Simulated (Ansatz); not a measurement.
# C₂H₇ClSn: a ladder of functionals and wavefunction methods

The task here is to estimate one member of a computed series from the others.

Computed with Ansatz 0.2.0, Gaussian basis. Level: functionals in def2-TZVPP, the program's frozen cores in correlated methods.

Levels to be run: PBE-D4, r2SCAN-D4, PBE0-D4, B3LYP-D4, ωB97X-V, ωB97M-V, B2PLYP; CCSD(T)/def2-TZVPP; MP2/def2-QZVPP; extrapolation to the limit.

## The geometry

All runs share one geometry, relaxed beforehand with PBE0-D4 in a triple-zeta def2 set. Sn takes the def2 core potential; no spin-orbit term is included.

SMILES `C[CH](Cl)[SnH3]`, 11 atoms, charge 0, spin multiplicity 1.

Atoms are counted from 1 here; the program's logs count them from 0.

Bond lengths: C1–C2 1.511 Å, C1–H5 1.093 Å, C1–H6 1.094 Å, C1–H7 1.092 Å, C2–Cl3 1.797 Å, C2–Sn4 2.167 Å, C2–H8 1.090 Å, Sn4–H9 1.712 Å, Sn4–H10 1.705 Å, Sn4–H11 1.703 Å. Angles: C2–C1–H5 111.1°, C2–C1–H6 109.8°, C2–C1–H7 111.5°, H5–C1–H6 108.2°, H5–C1–H7 107.9°, H6–C1–H7 108.2°, C1–C2–Cl3 110.3°, C1–C2–Sn4 113.8°, C1–C2–H8 110.7°, Cl3–C2–Sn4 107.7°, Cl3–C2–H8 105.2°, Sn4–C2–H8 108.8°, C2–Sn4–H9 108.9°, C2–Sn4–H10 107.6°, C2–Sn4–H11 109.4°, H9–Sn4–H10 109.9°, H9–Sn4–H11 110.0°, H10–Sn4–H11 111.0°.

Coordinates:

```mol
C2H7ClSn
  3D, bonds by distance, orders not assigned

 11 10  0  0  0  0  0  0  0  0999 V2000
    0.2409    1.3491    0.6279 C   0  0
    0.3903   -0.1541    0.6344 C   0  0
    2.1274   -0.6075    0.5463 Cl  0  0
   -0.6330   -1.1415   -1.0011 Sn  0  0
    0.7910    1.8029    1.4568 H   0  0
   -0.8148    1.6179    0.7317 H   0  0
    0.6137    1.7847   -0.3014 H   0  0
    0.0336   -0.5737    1.5754 H   0  0
   -2.3023   -0.7717   -0.9140 H   0  0
    0.0196   -0.5386   -2.4558 H   0  0
   -0.4009   -2.8244   -0.8796 H   0  0
  1  2  8  0
  2  3  8  0
  2  4  8  0
  1  5  8  0
  1  6  8  0
  1  7  8  0
  2  8  8  0
  4  9  8  0
  4 10  8  0
  4 11  8  0
M  END
```

The first run:

Contents of in.yaml:

```yaml
crystal:
  periodic: [false, false, false]
  atoms:
    - {symbol: C, position_ang: [0.240851, 1.349148, 0.627924]}
    - {symbol: C, position_ang: [0.390276, -0.154148, 0.634412]}
    - {symbol: Cl, position_ang: [2.127392, -0.607453, 0.546296]}
    - {symbol: Sn, position_ang: [-0.633003, -1.141519, -1.001060]}
    - {symbol: H, position_ang: [0.790986, 1.802901, 1.456840]}
    - {symbol: H, position_ang: [-0.814850, 1.617916, 0.731729]}
    - {symbol: H, position_ang: [0.613699, 1.784732, -0.301441]}
    - {symbol: H, position_ang: [0.033625, -0.573651, 1.575383]}
    - {symbol: H, position_ang: [-2.302298, -0.771676, -0.914019]}
    - {symbol: H, position_ang: [0.019589, -0.538608, -2.455793]}
    - {symbol: H, position_ang: [-0.400867, -2.824443, -0.879570]}
basis:
  gaussian: {orbitals: def2-TZVPP}
hamiltonian: {xc: pbe, dispersion: d4}
output: {forces: true, orbitals: {seedname: orbitals}}
```

The run is started by

```console
$ ansatz run in.yaml --threads 4 --pin off --events-out ev --progress --plain --max-ram 10444MiB
```

Among the steps run: PBE-D4 (GGA); r2SCAN-D4 (meta-GGA); PBE0-D4 (hybrid); B3LYP-D4 (hybrid); ωB97X-V (range-separated); ωB97M-V (range-separated); B2PLYP (double hybrid); CCSD(T) in def2-TZVPP; MP2 in def2-QZVPP.

One table of the session follows, with a row left open; its other results are not shown here.

| method | atomisation energy (eV) |
| --- | --- |
| PBE-D4 | 36.425 |
| r2SCAN-D4 | ? |
| PBE0-D4 | 36.070 |
| B3LYP-D4 | 35.936 |
| ωB97X-V | 36.269 |
| ωB97M-V | 36.138 |
| B2PLYP | 35.509 |
| HF/def2-TZVPP | 26.422 |
| MP2/def2-TZVPP | 35.370 |
| CCSD/def2-TZVPP | 34.897 |
| CCSD(T)/def2-TZVPP | 35.396 |
| MP2/CBS | 36.221 |
| CCSD(T)/CBS | 36.247 |

**Question.** Estimate the row for r2SCAN-D4.

The run gave: atomisation energy (eV): 36.085. In the column «atomisation energy (eV)» it lies between PBE0-D4 (36.070) and ωB97M-V (36.138).

To keep in mind: Free atoms (2 C, 1 Cl, 1 Sn, 7 H) were run apart at each level; the atomisation energy is their sum less the molecule, without zero-point or spin-orbit terms.
